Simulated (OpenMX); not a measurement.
BiS:

```
Bi S
1.0
     2.10927    1.21779    3.50049
    -2.10927    1.21779    3.50049
     0.00000   -2.43558    3.50049
Bi S
1 1
Direct
  0.00000 0.00000 0.00000
  0.50000 0.50000 0.50000
```

The cell was built by a generator and needn't be a form met in nature.

Base run:

```yaml
Program: OpenMX 3.8.5
Functional: PBE
Potentials_or_basis: OpenMX 2013 PBE set, Bi8.0-s3p2d2f1, S7.0-s2p2d1f1, grid cutoff 500 Ry
k_mesh: 7 × 7 × 7
Occupations: fermi-dirac, width 0.05 eV
Spin: no spin polarisation
```

Its results: band gap on the k mesh none (metal or under the smearing width); pressure -0.5 GPa.

Task: The run is repeated on the same cell with these changes: dispersion from none to D4. What comes out?

Result: Band gap on the k mesh none (metal or under the smearing width); pressure -2.8 GPa.

Dispersion adds attraction, which lowers the pressure at fixed volume and, as a term added to the energy, leaves the levels alone.

Caveats: spin-orbit coupling is left out, which moves the levels of the heavy elements; the basis of atomic orbitals isn't converged, which shifts pressures, moduli and gaps; pairwise dispersion overbinds metals, which lowers pressure and volume (some runs).
